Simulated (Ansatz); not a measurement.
# Ca2MgAgC6N6: the cost of one run

Computed with Ansatz 0.2.0 (DFT PBE, scalar-relativistic, plane waves, PAW, unless a step's input says otherwise).

## 1. The system as given

It takes space group Fm-3m (No. 225, cubic). Conventional cell: a = 10.534 Å, b = 10.534 Å, c = 10.534 Å, α = 90.00°, β = 90.00°, γ = 90.00°. Ca (site symmetry -43m) has 12 N at 3.77 Å and 12 C at 3.77 Å in its first shell of neighbours. Mg (site symmetry m-3m) is surrounded by 6 N at 2.07 Å. Ag (site symmetry m-3m) is surrounded by 6 C at 2.02 Å. Around C (site symmetry 4mm) lie 1 N at 1.17 Å and 1 Ag at 2.02 Å. Around N (site symmetry 4mm) lie 1 C at 1.17 Å.

Coordinates:

```
Ca Mg Ag C N
1.0
     0.00000    5.26700    5.26700
     5.26700    0.00000    5.26700
     5.26700    5.26700    0.00000
Ca Mg Ag C N
2 1 1 6 6
Cartesian
  2.6335 2.6335 2.6335
  7.9005 7.9005 7.9005
  5.2670 5.2670 5.2670
  0.0000 0.0000 0.0000
  2.0220 5.2670 5.2670
  5.2670 2.0220 5.2670
  5.2670 5.2670 2.0220
  8.5120 5.2670 5.2670
  5.2670 8.5120 5.2670
  5.2670 5.2670 8.5120
  3.1920 5.2670 5.2670
  5.2670 3.1920 5.2670
  5.2670 5.2670 3.1920
  7.3420 5.2670 5.2670
  5.2670 7.3420 5.2670
  5.2670 5.2670 7.3420
```

A structure generator made this guess: cyanide-bridged rock-salt net of two metals, 2 guest cations a cell (Fm-3m, No. 225). Lengths come from tabulated atomic sizes and are only a guess.

## 2. The guess as it stands, on a coarse mesh

File input.yaml:

```yaml
crystal:
  lattice:
    - [0.0, 5.267, 5.267]
    - [5.267, 0.0, 5.267]
    - [5.267, 5.267, 0.0]
  atoms:
    - { symbol: Ca, position: [0.25, 0.25, 0.25] }
    - { symbol: Ca, position: [0.75, 0.75, 0.75] }
    - { symbol: Mg, position: [0.5, 0.5, 0.5] }
    - { symbol: Ag, position: [0.0, 0.0, 0.0] }
    - { symbol: C, position: [0.80805012, 0.19194988, 0.19194988] }
    - { symbol: C, position: [0.19194988, 0.80805012, 0.19194988] }
    - { symbol: C, position: [0.19194988, 0.19194988, 0.80805012] }
    - { symbol: C, position: [0.19194988, 0.80805012, 0.80805012] }
    - { symbol: C, position: [0.80805012, 0.19194988, 0.80805012] }
    - { symbol: C, position: [0.80805012, 0.80805012, 0.19194988] }
    - { symbol: "N", position: [0.6969812, 0.3030188, 0.3030188] }
    - { symbol: "N", position: [0.3030188, 0.6969812, 0.3030188] }
    - { symbol: "N", position: [0.3030188, 0.3030188, 0.6969812] }
    - { symbol: "N", position: [0.3030188, 0.6969812, 0.6969812] }
    - { symbol: "N", position: [0.6969812, 0.3030188, 0.6969812] }
    - { symbol: "N", position: [0.6969812, 0.6969812, 0.3030188] }
basis:
  ecutwfc: 420
kpoints:
  mp_grid: { grid: [4, 4, 4] }
hamiltonian:
  xc: pbe
scf:
  occupations: { method: gaussian, width: 0.1 }
  lower_state_search: "off"
output:
  forces: true
  stress: true
  eigenvalues: true
```

Started as:

```sh
> ansatz run input.yaml --threads 1 --pin off --max-ram 2560MiB --backend cpu --events-out ev --progress --plain --runs-dir out
```

What time and memory should one allow on 1 thread of Intel Xeon Platinum 8175M at 2.50GHz (Skylake/Cascade Lake), shared host?

About 12 s, with a peak of 0.66 GiB.
